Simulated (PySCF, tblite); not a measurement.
# C3H10ClGeP+ (doublet): geometry, infrared bands and EPR parameters

Aim: predict the infrared bands and EPR parameters of C3H10ClGeP+ (doublet) (`C[CH](C)[Ge@@H]([PH2+])[Cl]`).

Computed with tblite 0.8.0 and PySCF 2.14.0, with density-fitted response routines of our own, on a single molecule in the gas phase. Atoms count from 0, in the outputs and in this text.

**1. The molecule as given**

16 atoms, charge 1, multiplicity 2; geometry from: force field or distance geometry start.

Bonds of the start (Å): C0–C1 1.50, C1–C2 1.49, C1–Ge3 1.96, Ge3–P4 2.28, Ge3–Cl5 2.14, C0–H6 1.11, C0–H7 1.10, C0–H8 1.11, C1–H9 1.13, C2–H10 1.12, C2–H11 1.12, C2–H12 1.12, Ge3–H13 1.54, P4–H14 1.45, P4–H15 1.46.

**2. Geometry optimisation with GFN2-xTB**

What the job is given:

```
{"job": {"kind": "relax", "xc": "GFN2-xTB", "basis": "xTB"}, "charge": 1, "multiplicity": 2}
C     -1.004800    -1.316900    -0.308600
C     -0.470900    -0.081500     0.347300
C     -1.490500     0.954700     0.675100
Ge     0.939700     0.777500    -0.707500
P      2.825300    -0.445000    -0.302600
Cl     0.324100     0.768100    -2.761100
H     -0.363800    -1.627200    -1.159400
H     -2.025400    -1.204500    -0.697300
H     -0.984700    -2.159000     0.420900
H      0.050500    -0.428800     1.290300
H     -1.283200     1.939300     0.180700
H     -1.414000     1.156600     1.770200
H     -2.537900     0.652900     0.399800
H      1.123700     2.184700    -0.115800
H      2.525200    -1.575800     0.557700
H      3.779100     0.413800     0.399000
```

The run is started by

```sh
OMP_NUM_THREADS=1 python probes_run.py task.json out
```

This one command runs all jobs of the session in turn.

The log of the run:

```text
step      E/eV     max force
  0    -546.12574    2.162
  1    -546.36022    1.184
  2    -546.48421    0.904
  3    -546.54767    0.978
  4    -546.64540    0.928
  5    -546.71545    0.972
  6    -546.74769    0.663
  7    -546.76998    0.264
  8    -546.77729    0.277
  9    -546.78725    0.294
 10    -546.79618    0.210
 11    -546.80321    0.180
 12    -546.80739    0.150
 13    -546.81062    0.128
 14    -546.81337    0.115
 15    -546.81502    0.094
 16    -546.81612    0.080
 17    -546.81712    0.096
 18    -546.81822    0.115
 19    -546.81951    0.119
 20    -546.82128    0.129
 21    -546.82400    0.130
 22    -546.82788    0.177
 23    -546.83204    0.179
 24    -546.83604    0.175
 25    -546.84056    0.188
 26    -546.84508    0.170
 27    -546.85037    0.183
 28    -546.85581    0.210
 29    -546.86136    0.222
 30    -546.86758    0.337
 31    -546.87651    0.214
 32    -546.88672    0.192
 33    -546.89171    0.176
 34    -546.89675    0.205
 35    -546.90074    0.238
 36    -546.90405    0.195
 37    -546.90715    0.105
 38    -546.90889    0.090
 39    -546.90985    0.079
 40    -546.91096    0.072
 41    -546.91161    0.063
 42    -546.91216    0.054
 43    -546.91263    0.049
 44    -546.91310    0.065
 45    -546.91362    0.083
 46    -546.91414    0.073
 47    -546.91463    0.056
 48    -546.91499    0.038
 49    -546.91525    0.038
 50    -546.91549    0.035
 51    -546.91572    0.039
 52    -546.91593    0.038
 53    -546.91616    0.040
 54    -546.91644    0.037
 55    -546.91676    0.039
 56    -546.91703    0.039
 57    -546.91721    0.031
 58    -546.91733    0.027
 59    -546.91745    0.020
 60    -546.91758    0.023
 61    -546.91769    0.028
 62    -546.91780    0.024
 63    -546.91793    0.026
 64    -546.91808    0.028
 65    -546.91826    0.029
 66    -546.91849    0.033
 67    -546.91882    0.046
 68    -546.91943    0.062
 69    -546.92047    0.082
 70    -546.92192    0.091
 71    -546.92365    0.095
 72    -546.92522    0.111
 73    -546.92563    0.145
 74    -546.92750    0.118
 75    -546.92843    0.084
 76    -546.92971    0.067
 77    -546.93168    0.145
 78    -546.93285    0.114
 79    -546.93444    0.117
 80    -546.93604    0.222
 81    -546.93913    0.111
 82    -546.94282    0.093
 83    -546.95197    0.248
 84    -546.95433    0.157
 85    -546.95738    0.104
 86    -546.95792    0.310
 87    -546.96135    0.101
 88    -546.96324    0.099
 89    -546.96738    0.102
 90    -546.97100    0.146
 91    -546.97747    0.138
 92    -546.98611    0.150
 93    -546.99237    0.242
 94    -546.94392    0.798
 95    -546.99825    0.159
 96    -547.00103    0.140
 97    -547.00782    0.150
 98    -547.00987    0.133
 99    -547.01532    0.108
100    -547.01767    0.114
101    -547.02229    0.154
102    -547.02634    0.215
103    -547.02990    0.163
104    -547.03255    0.162
105    -547.03398    0.089
106    -547.03510    0.089
107    -547.03646    0.168
108    -547.03796    0.134
109    -547.03981    0.107
110    -547.04133    0.071
111    -547.04175    0.060
112    -547.04245    0.053
113    -547.04312    0.070
114    -547.04418    0.093
115    -547.04522    0.079
116    -547.04605    0.057
117    -547.04657    0.044
118    -547.04701    0.043
119    -547.04751    0.043
120    -547.04797    0.039
121    -547.04823    0.034
122    -547.04838    0.028
123    -547.04851    0.025
124    -547.04864    0.021
125    -547.04876    0.018
126    -547.04884    0.021
127    -547.04891    0.019
128    -547.04897    0.016
129    -547.04902    0.012
130    -547.04906    0.017
131    -547.04910    0.019
132    -547.04914    0.016
133    -547.04918    0.015
134    -547.04923    0.017
135    -547.04927    0.017
136    -547.04933    0.016
137    -547.04939    0.018
138    -547.04945    0.023
139    -547.04953    0.023
140    -547.04963    0.024
141    -547.04975    0.024
142    -547.04989    0.028
143    -547.05002    0.027
144    -547.05012    0.023
145    -547.05021    0.020
146    -547.05030    0.015
147    -547.05038    0.015
148    -547.05044    0.016
149    -547.05050    0.017
150    -547.05059    0.018
151    -547.05070    0.024
152    -547.05086    0.029
153    -547.05104    0.027
154    -547.05119    0.030
155    -547.05129    0.024
156    -547.05135    0.014
157    -547.05139    0.014
158    -547.05142    0.012
159    -547.05145    0.011
160    -547.05149    0.011
161    -547.05151    0.010
```

Wall time 1.3 s (1 thread of Arm Neoverse V1, shared host).

The steps of the relaxation: (not every step is listed)

```
step  energy from step 0 (eV)  largest force (eV/Å)
   0                   0.0000                2.1625
   1                  -0.2345                1.1839
   2                  -0.3585                0.9039
   3                  -0.4219                0.9775
   4                  -0.5197                0.9284
   5                  -0.5897                0.9719
   6                  -0.6220                0.6634
   7                  -0.6442                0.2644
   8                  -0.6516                0.2765
  22                  -0.7021                0.1772
  36                  -0.7783                0.1954
  50                  -0.7898                0.0346
  64                  -0.7923                0.0277
  78                  -0.8071                0.1139
  92                  -0.8604                0.1496
 106                  -0.9094                0.0893
 120                  -0.9222                0.0385
 134                  -0.9235                0.0175
 148                  -0.9247                0.0161
 156                  -0.9256                0.0141
 157                  -0.9257                0.0139
 158                  -0.9257                0.0121
 159                  -0.9257                0.0114
 160                  -0.9257                0.0110
 161                  -0.9258                0.0097
```

Close pairs (by a distance rule), those that changed most:

```
   bond  before (Å)  after (Å)  change (Å)
 C1–Ge3       1.960      2.203      +0.243
 Ge3–P4       2.283      2.361      +0.077
 P4–H15       1.463      1.397      -0.066
Ge3–Cl5       2.144      2.088      -0.056
 P4–H14       1.452      1.397      -0.055
  C1–H9       1.132      1.090      -0.042
 C2–H12       1.124      1.089      -0.035
 C2–H10       1.121      1.091      -0.030
```

The final coordinates are the input of the step that follows.

**3. Infrared spectrum with GFN2-xTB**

What the job is given:

```
{"job": {"kind": "ir", "xc": "GFN2-xTB", "basis": "xTB"}, "charge": 1, "multiplicity": 2}
C     -0.863726    -1.370177    -0.026290
C     -0.442310    -0.066203     0.570482
C     -1.509133     0.973898     0.693434
Ge     0.988807     0.902930    -0.795086
P      3.097850    -0.115066    -0.495983
Cl     0.270769     0.694601    -2.744347
H     -0.027169    -2.053526    -0.164718
H     -1.378198    -1.229934    -0.974967
H     -1.565026    -1.857355     0.656350
H      0.126294    -0.188243     1.492072
H     -1.115376     1.928927     1.044378
H     -2.235498     0.640724     1.440779
H     -2.048175     1.118193    -0.242151
H      0.986912     2.400957    -0.451713
H      2.719996    -1.402359    -0.887135
H      2.986386    -0.368425     0.873483
```

The log of the run:

```text
mode    cm-1     km/mol
  1       9.2      0.91
  2      74.2      0.84
  3      81.3      6.48
  4     101.3      1.63
  5     106.9     11.54
  6     178.2      2.56
  7     186.1      8.23
  8     217.0      4.49
  9     222.3      1.85
 10     282.7      6.01
 11     346.4     44.96
 12     390.1     23.08
 13     402.5     15.67
 14     444.3     12.13
 15     567.2     21.94
 16     599.8     72.26
 17     642.4    175.31
 18     907.5     15.95
 19     917.8     38.48
 20     927.0      7.55
 21     936.0      1.05
 22    1053.4     59.75
 23    1080.4    312.29
 24    1137.3     10.87
 25    1172.0      3.99
 26    1293.7      3.99
 27    1372.6    117.37
 28    1388.3     87.67
 29    1413.8      9.06
 30    1432.4     14.49
 31    1433.4      7.59
 32    1452.6     15.93
 33    1739.9    255.43
 34    2237.2     56.01
 35    2288.1     58.54
 36    2949.6     16.97
 37    2958.1     15.96
 38    2967.1     11.14
 39    2995.1     10.86
 40    3017.9     11.92
 41    3019.4     15.26
 42    3033.1     12.69
```

Run time: 0.64 s. Hardware: 1 thread of Arm Neoverse V1, shared host.

Which atoms move in the most intense modes:

```
cm⁻¹  km/mol                                  atoms
 600    72.3                     H15 49 %, H13 42 %
 642   175.3                     H13 57 %, H14 35 %
1053    59.8                     H15 46 %, H14 46 %
1080   312.3    C1 21 %, H9 18 %, H8 13 %, H11 11 %
1373   117.4  H11 28 %, H10 21 %, H12 21 %, C2 13 %
1388    87.7     H8 29 %, H7 24 %, H6 16 %, C0 13 %
1740   255.4                               H13 98 %
2288    58.5                     H15 51 %, H14 46 %
```

**4. EPR parameters: B3LYP/def2-TZVP-core+pcH-1**

The job, as its differences from that of step 3:

```diff
@@ -1,2 +1,2 @@
-{"job": {"kind": "ir", "xc": "GFN2-xTB", "basis": "xTB"}, "charge": 1, "multiplicity": 2}
+{"job": {"kind": "epr", "basis": "pcH-1"}, "charge": 1, "multiplicity": 2}
 C     -0.863726    -1.370177    -0.026290
```

Method: UKS B3LYP, def2-TZVP-core on Ge, pcH-1 on C Cl H P, non-relativistic, mean-field spin-orbit, GIAO.

The log of the run:

```text
UKS, coarse grid
  cycle   1  E = -2998.58472017  |g| = 1.38e+00
  cycle   2  E = -2998.41191685  |g| = 1.11e+00
  cycle   3  E = -2998.65687347  |g| = 4.41e-01
  cycle   4  E = -2998.71862584  |g| = 7.05e-02
  cycle   5  E = -2998.72047313  |g| = 3.13e-02
  cycle   6  E = -2998.72092793  |g| = 1.54e-02
  cycle   7  E = -2998.72108558  |g| = 2.54e-03
  cycle   8  E = -2998.72109016  |g| = 1.17e-03
  cycle   9  E = -2998.72109421  |g| = 6.45e-04
UKS, final grid
  cycle   1  E = -2998.72112841  |g| = 8.86e-04
  cycle   2  E = -2998.72112759  |g| = 1.58e-03
  cycle   3  E = -2998.72112885  |g| = 2.03e-04
  cycle   4  E = -2998.72112887  |g| = 7.87e-05
  cycle   5  E = -2998.72112888  |g| = 2.67e-05
E = -2998.72112888 Eh   <S^2> = 0.7611 (exact 0.7500)
g shifts (ppm)      1          2          3
  rmc          -182       -182       -182
  gc             -4         38         59
  oz_so         564      12951      38829
  total         378      12807      38706
hyperfine (MHz)  atom isotope    a_iso     a_fc   dipolar eigenvalues
    0   13C      -8.87      -8.86     -3.52     -2.76      6.28
    1   13C      33.16      33.06    -32.31    -32.30     64.60
    2   13C      -0.71      -0.70     -5.43     -4.66     10.09
    3  73Ge      49.41      49.43    -22.83      9.05     13.78
    4   31P     313.48     311.82   -157.30   -140.39    297.69
    5  35Cl       2.71       0.91    -13.29     -8.39     21.68
    6    1H      11.99      11.99     -3.40     -1.12      4.51
    7    1H      10.14      10.14     -3.10     -1.87      4.96
    8    1H      98.20      98.21     -3.81     -0.81      4.62
    9    1H       0.63       0.64    -14.47     -2.07     16.54
   10    1H      19.00      19.00     -4.17     -2.61      6.78
   11    1H     136.66     136.67     -4.64     -1.40      6.04
   12    1H       8.82       8.84     -3.97     -2.02      5.99
   13    1H      -3.50      -3.56     -3.60     -0.02      3.62
   14    1H       3.96       3.85     -7.50      1.33      6.17
   15    1H       8.26       8.15     -7.47      1.30      6.17
```

It took 4.4 min on 1 thread of Arm Neoverse V1, shared host; peak memory 1.4 GiB.

Principal g values 2.00270, 2.01513, 2.04103; g(iso) = 2.01962, against 2.00232 for a free electron.

Mean a(iso) over the nuclei that a row names, and the largest dipolar term of the row (other rows stand at the frozen geometry):

```
       nuclei  isotope  a(iso) (MHz)  a(iso) (G, at g = 2.0023)  largest dipolar term (MHz)
           P4      31P         313.5                      111.9                       297.7
H10, H11, H12       1H          54.8                       19.6                         6.8
          Ge3     73Ge          49.4                       17.6                       -22.8
   H6, H7, H8       1H          40.1                       14.3                         5.0
           C1      13C          33.2                       11.8                        64.6
           C0      13C          -8.9                       -3.2                         6.3
     H14, H15       1H           6.1                        2.2                        -7.5
          H13       1H          -3.5                       -1.2                         3.6
          Cl5     35Cl           2.7                        1.0                        21.7
           C2      13C          -0.7                       -0.3                        10.1
           H9       1H           0.6                        0.2                        16.5
```

Mulliken spin populations:

C0 0.00; C1 0.33; C2 0.01; Ge3 0.10; P4 0.41; Cl5 0.05; H6 0.01; H7 0.00; H8 0.04; H9 0.00; H10 0.01; H11 0.05; H12 0.00; H13 0.00; H14 0.00; H15 0.00

In first order the couplings over 0.8 MHz of 31P, 1H, 35Cl give 760 distinct lines over 222.0 G, if the averaged nuclei exchange fast.

Orbitals, density, ELF and potential are computed afterwards from the orbital file.

ELF in a plane through or near 5 of the atoms.

Ten even steps from ' ' (0.00) to '@' (1.00):
```
                                                        
                                                        
                                                        
                        ..                              
                    ..%%@@%%==..==%%##--                
            ..      --@@@@@@%%==##@@@@**                
        ++@@@@@@==  ..@@@@@@@@--##@@%%++                
      ..%%@@@@@@@@    ::####==##::++--                  
      ::%%@@@@@@%%..    ..==**##**::                    
    ::==**%%%%%%++--------++****==....::..              
  ::**%%%%**..::####--..--####++++++####==..            
  --##@@@@@@####%%==--**==::==::--##@@@@**..            
  ::##@@@@@@@@%%##----##==::::  ::**####==              
    ::**##%%##==::::--==**##++  ..--::..                
        ::::..    --@@@@@@@@@@    ....                  
                  ==@@@@@@@@@@..                        
                  ::%%@@@@@@##..                        
                      ::::..                            
                                                        
                                                        
```
The map spans 11.4 Å across and 10.3 Å up, centred on the molecule. Atoms in the plane (x, y in Å): C0 (0.6, 1.5), Ge3 (-1.0, -1.1), H6 (-0.3, 2.0), H13 (-0.7, -2.5), H14 (-3.0, 0.9).

On the surface of density 0.002 e/bohr³ the electrostatic potential runs, from the 1st to the 99th percentile, from 3.13 V near Cl5 to 5.89 V near H15.

The spin density lies nearest to P4 32 %; C1 27 %; Ge3 12 %.

**5. Results**

```
                                 quantity                  value
strongest single infrared mode (GFN2-xTB)  1080 cm⁻¹, 312 km/mol
             zero-point energy (GFN2-xTB)          71.4 kcal/mol
                           g(iso) (B3LYP)                2.01962
                                     ⟨S²⟩     0.761 (exact 0.75)
       largest a(iso) (averaged by class)   31P on P4, 313.5 MHz
```

**Reading.** Over 161 steps the energy fell by 0.926 eV; of the close pairs, C1–Ge3 changed most, 1.960 to 2.203 Å. All 42 modes are real, so the xTB geometry is a minimum. The strongest single mode, at 1080 cm⁻¹, is spread over several atoms, C1, H9, H8, H11 among them. GFN2-xTB is a fitted tight-binding method: band positions and strengths are rough. Its intensities can rank the bands wrongly. The largest spin populations lie on P4 (0.41 e), C1 (0.33 e). The isotropic g lies 17.3 ppt above the free-electron value. The hyperfine terms hold no scalar relativity, which the heavier nuclei need.
